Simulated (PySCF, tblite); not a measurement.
# C₅H₁₃B: a rotation path, then NMR shifts on frames

Aim: move C₅H₁₃B (`CCCB(C)C`) away from its starting geometry and see how NMR shifts follow the geometry.

The runs use tblite 0.8.0 and PySCF 2.14.0, with density-fitted response routines of our own; the level of theory stands in each step. All values are computed, except where a source is named. Atoms are numbered from 0 throughout.

## 1. The starting structure

19 atoms, charge 0, multiplicity 1; geometry from: GFN2-xTB.

Bonds of the start (Å): C0–C1 1.52, C1–C2 1.53, C2–B3 1.59, B3–C4 1.58, B3–C5 1.58, C0–H6 1.09, C0–H7 1.09, C0–H8 1.09, C1–H9 1.09, C1–H10 1.09, C2–H11 1.10, C2–H12 1.09, C4–H13 1.09, C4–H14 1.09, C4–H15 1.09, C5–H16 1.09, C5–H17 1.09, C5–H18 1.09.

## 2. The rotation path with GFN2-xTB

Job settings and geometry (Å):

```
{"job": {"kind": "neb", "xc": "GFN2-xTB", "basis": "xTB", "atoms": [0, 1, 2, 3], "turn": 120}, "charge": 0, "multiplicity": 1}
C      2.788962     0.125173    -0.568839
C      1.385882    -0.463471    -0.471829
C      0.344705     0.595844    -0.089956
B     -1.158928     0.096157    -0.029030
C     -1.709632    -0.922065    -1.099252
C     -2.105065     0.649645     1.105942
H      3.512987    -0.645921    -0.824835
H      3.083624     0.570127     0.379831
H      2.827781     0.898514    -1.333686
H      1.117787    -0.914716    -1.428538
H      1.381796    -1.256351     0.279608
H      0.387474     1.386803    -0.847984
H      0.660511     1.065594     0.845084
H     -2.786999    -0.860515    -1.238622
H     -1.236578    -0.826831    -2.074229
H     -1.500038    -1.936063    -0.755489
H     -3.082756     0.175230     1.140020
H     -1.652678     0.554795     2.091760
H     -2.268638     1.717301     0.958074
```

Level: GFN2-xTB climbing-image nudged elastic band, gas phase.

On the command line:

```
$ OMP_NUM_THREADS=1 python probes_run.py task.json out
```

One launch serves the whole session: the jobs run in the order shown.

The log of the run:

```text
image   E - E0 / eV
  0      -0.0000
  1       0.0174
  2       0.0560
  3       0.0977
  4       0.1184
  5       0.1039
  6       0.0634
  7       0.0209
  8       0.0008
```

It took 4.3 s on 1 thread of Intel Xeon at 2.50GHz, shared host; peak memory 0.19 GiB.

The final band, with the dihedral C0–C1–C2–B3:

```
image  dihedral (°)  energy (eV)  energy (kcal/mol)
    0           177        0.000                0.0
    1           193        0.017                0.4
    2           207        0.056                1.3
    3           222        0.098                2.3
    4           237        0.118                2.7
    5           251        0.104                2.4
    6           265        0.063                1.5
    7           279        0.021                0.5
    8           292        0.001                0.0
```

## 3. Shielding tensors: image 0, PBE0/pcSseg-1

Job settings and geometry (Å):

```
{"job": {"kind": "nmr", "xc": "PBE0", "basis": "pcSseg-1", "pop": false}, "charge": 0, "multiplicity": 1}
C      2.789000     0.125200    -0.568800
C      1.385900    -0.463500    -0.471800
C      0.344700     0.595800    -0.090000
B     -1.158900     0.096200    -0.029000
C     -1.709600    -0.922100    -1.099300
C     -2.105100     0.649600     1.105900
H      3.513000    -0.645900    -0.824800
H      3.083600     0.570100     0.379800
H      2.827800     0.898500    -1.333700
H      1.117800    -0.914700    -1.428500
H      1.381800    -1.256400     0.279600
H      0.387500     1.386800    -0.848000
H      0.660500     1.065600     0.845100
H     -2.787000    -0.860500    -1.238600
H     -1.236600    -0.826800    -2.074200
H     -1.500000    -1.936100    -0.755500
H     -3.082800     0.175200     1.140000
H     -1.652700     0.554800     2.091800
H     -2.268600     1.717300     0.958100
```

Method: GIAO PBE0/pcSseg-1 NMR shielding, non-relativistic, gas phase.

The log of the run:

```text
coarse grid: 14576 points
cycle   1  E = -222.7932603815  dE =  2.630e-01  |g| = 5.418e-01  |ddm| = 3.531e+00
cycle   2  E = -222.7820345277  dE =  1.123e-02  |g| = 5.857e-01  |ddm| = 1.004e+00
cycle   3  E = -222.8733382979  dE = -9.130e-02  |g| = 2.368e-02  |ddm| = 5.424e-01
cycle   4  E = -222.8734130277  dE = -7.473e-05  |g| = 1.617e-02  |ddm| = 3.448e-02
cycle   5  E = -222.8734760252  dE = -6.300e-05  |g| = 2.758e-03  |ddm| = 1.485e-02
cycle   6  E = -222.8734778737  dE = -1.848e-06  |g| = 3.164e-04  |ddm| = 2.439e-03
final grid: 137088 points
cycle   7  E = -222.9077218836  dE = -5.025e-05  |g| = 9.677e-03  |ddm| = 2.946e-02
cycle   8  E = -222.9077168127  dE =  5.071e-06  |g| = 1.072e-02  |ddm| = 1.741e-02
cycle   9  E = -222.9077465299  dE = -2.972e-05  |g| = 3.816e-04  |ddm| = 8.958e-03
cycle  10  E = -222.9077465579  dE = -2.801e-08  |g| = 1.827e-04  |ddm| = 5.018e-04
cycle  11  E = -222.9077465662  dE = -8.242e-09  |g| = 2.780e-05  |ddm| = 1.624e-04
cycle  12  E = -222.9077465664  dE = -1.833e-10  |g| = 3.435e-06  |ddm| = 2.728e-05
converged SCF energy = -222.9077465664

GIAO shielding tensors (ppm)
atom      isotropic    diamagn.    paramagn.     s11        s22        s33       span
  0 C      166.202     245.613     -79.411    152.664    158.826    187.116     34.453
  1 C      164.913     248.327     -83.413    155.704    167.308    171.729     16.025
  2 C      149.330     253.981    -104.652    129.267    147.858    170.865     41.598
  3 B        9.828     187.554    -177.726    -46.729    -43.140    119.353    166.082
  4 C      172.297     253.222     -80.924    154.046    174.481    188.366     34.320
  5 C      170.084     252.653     -82.570    152.278    170.351    187.622     35.344
  6 H       30.363      27.922       2.441     25.707     27.689     37.692     11.986
  7 H       30.745      29.618       1.127     26.692     29.034     36.510      9.819
  8 H       30.783      29.436       1.347     27.167     28.819     36.363      9.196
  9 H       30.030      33.268      -3.238     24.349     30.221     35.520     11.170
 10 H       30.656      33.101      -2.444     25.894     30.271     35.804      9.910
 11 H       30.969      33.723      -2.754     28.006     29.879     35.021      7.014
 12 H       30.251      35.072      -4.821     26.158     30.148     34.447      8.289
 13 H       30.609      30.345       0.263     26.685     29.387     35.754      9.069
 14 H       30.593      32.265      -1.672     26.056     30.949     34.775      8.719
 15 H       31.114      31.273      -0.159     26.919     30.245     36.179      9.260
 16 H       30.672      30.462       0.210     26.793     29.691     35.533      8.740
 17 H       30.789      31.629      -0.840     26.841     29.941     35.586      8.744
 18 H       30.845      30.329       0.517     27.085     29.539     35.913      8.828
```

Wall time 45 s (1 thread of Intel Xeon at 2.50GHz, shared host); peak memory 0.75 GiB.

Shifts follow as δ = σ(reference) − σ, with reference shieldings (ppm) from runs at the same level and on the same kind of geometry: 1H TMS 31.72, 13C TMS 186.9, 11B BF3·OEt2 100.1. The references are single molecules in the gas phase. Each atom is listed at this fixed geometry, with no averaging over motion; a spectrum would average atoms that exchange fast.

```
atoms                              environment  σ (ppm)  δ (ppm)
   C2                      sp3 CH2 bonded to B    149.3     37.6
   C1                                  sp3 CH2    164.9     22.0
   C0                            methyl carbon    166.2     20.7
   C5                methyl carbon bonded to B    170.1     16.8
   C4                methyl carbon bonded to B    172.3     14.6
   H9                   hydrogen on an sp3 CH2    30.03     1.69
  H12       hydrogen on an sp3 CH2 bonded to B    30.25     1.47
   H6              hydrogen on a methyl carbon    30.36     1.35
  H14  hydrogen on a methyl carbon bonded to B    30.59     1.12
  H13  hydrogen on a methyl carbon bonded to B    30.61     1.11
  H10                   hydrogen on an sp3 CH2    30.66     1.06
  H16  hydrogen on a methyl carbon bonded to B    30.67     1.04
   H7              hydrogen on a methyl carbon    30.75     0.97
   H8              hydrogen on a methyl carbon    30.78     0.93
  H17  hydrogen on a methyl carbon bonded to B    30.79     0.93
  H18  hydrogen on a methyl carbon bonded to B    30.85     0.87
  H11       hydrogen on an sp3 CH2 bonded to B    30.97     0.75
  H15  hydrogen on a methyl carbon bonded to B    31.11     0.60
   B3                      boron bonded to 3 C      9.8     90.2
```

## 4. Nuclear shieldings: image 2, PBE0/pcSseg-1

Job settings and geometry (Å):

```
{"job": {"kind": "nmr", "xc": "PBE0", "basis": "pcSseg-1", "pop": false}, "charge": 0, "multiplicity": 1}
C      2.765100     0.065200    -0.338300
C      1.357000    -0.359600    -0.735200
C      0.299600     0.683900    -0.327100
B     -1.152900     0.107900    -0.061200
C     -1.733900    -1.024600    -0.988600
C     -2.005700     0.676100     1.139500
H      3.489600    -0.697700    -0.617500
H      2.824200     0.209700     0.738300
H      3.044000     0.997300    -0.824300
H      1.321300    -0.524300    -1.813600
H      1.136800    -1.313200    -0.252700
H      0.222700     1.422400    -1.131700
H      0.671200     1.234400     0.539600
H     -2.820300    -1.025900    -1.037100
H     -1.345200    -0.989200    -2.003600
H     -1.444100    -1.994200    -0.582700
H     -2.939800     0.146100     1.311500
H     -1.443400     0.674500     2.072300
H     -2.256100     1.720500     0.950600
```

Level: GIAO PBE0/pcSseg-1 NMR shielding, non-relativistic, gas phase.

The log of the run:

```text
coarse grid: 14576 points
cycle   1  E = -222.7913952875  dE =  2.645e-01  |g| = 5.418e-01  |ddm| = 3.538e+00
cycle   2  E = -222.7799796947  dE =  1.142e-02  |g| = 5.861e-01  |ddm| = 1.004e+00
cycle   3  E = -222.8713855239  dE = -9.141e-02  |g| = 2.465e-02  |ddm| = 5.445e-01
cycle   4  E = -222.8714709552  dE = -8.543e-05  |g| = 1.620e-02  |ddm| = 3.506e-02
cycle   5  E = -222.8715340346  dE = -6.308e-05  |g| = 2.902e-03  |ddm| = 1.497e-02
cycle   6  E = -222.8715360753  dE = -2.041e-06  |g| = 3.975e-04  |ddm| = 2.638e-03
final grid: 137088 points
cycle   7  E = -222.9052878592  dE = -4.382e-05  |g| = 9.571e-03  |ddm| = 2.781e-02
cycle   8  E = -222.9052826676  dE =  5.192e-06  |g| = 1.063e-02  |ddm| = 1.686e-02
cycle   9  E = -222.9053118290  dE = -2.916e-05  |g| = 3.718e-04  |ddm| = 8.827e-03
cycle  10  E = -222.9053118562  dE = -2.725e-08  |g| = 1.685e-04  |ddm| = 4.575e-04
cycle  11  E = -222.9053118632  dE = -7.018e-09  |g| = 2.496e-05  |ddm| = 1.511e-04
cycle  12  E = -222.9053118634  dE = -1.499e-10  |g| = 3.631e-06  |ddm| = 2.659e-05
converged SCF energy = -222.9053118634

GIAO shielding tensors (ppm)
atom      isotropic    diamagn.    paramagn.     s11        s22        s33       span
  0 C      166.638     245.753     -79.115    149.553    163.720    186.640     37.087
  1 C      166.491     248.423     -81.932    154.455    169.361    175.658     21.202
  2 C      151.478     253.207    -101.729    135.565    140.987    177.882     42.317
  3 B        9.651     187.740    -178.089    -47.224    -42.998    119.173    166.397
  4 C      172.729     253.101     -80.372    154.841    173.799    189.549     34.708
  5 C      170.230     252.737     -82.507    152.516    170.585    187.588     35.072
  6 H       30.473      28.002       2.470     25.660     27.828     37.930     12.269
  7 H       30.940      30.290       0.650     26.866     29.411     36.542      9.676
  8 H       30.694      29.187       1.506     27.047     28.575     36.460      9.413
  9 H       29.951      32.404      -2.453     25.043     29.684     35.126     10.083
 10 H       30.684      33.790      -3.107     25.082     31.482     35.487     10.405
 11 H       30.469      32.991      -2.522     26.858     29.534     35.014      8.156
 12 H       30.648      35.181      -4.533     26.161     31.201     34.581      8.420
 13 H       30.686      30.263       0.422     26.714     29.432     35.911      9.198
 14 H       30.609      32.102      -1.494     26.049     30.984     34.793      8.744
 15 H       31.058      31.277      -0.219     26.945     30.160     36.069      9.124
 16 H       30.687      30.561       0.126     26.845     29.664     35.550      8.705
 17 H       30.833      31.810      -0.976     26.912     29.998     35.590      8.678
 18 H       30.846      30.239       0.607     27.064     29.537     35.937      8.873
```

Run time: 48 s. Hardware: 1 thread of Intel Xeon at 2.50GHz, shared host; peak memory 0.8 GiB.

In short: δ C2 35.4, C1 20.4, C0 20.3, C5 16.7, H9 1.77, H11 1.25 ppm.

(Part 1 of 2 ends here.)
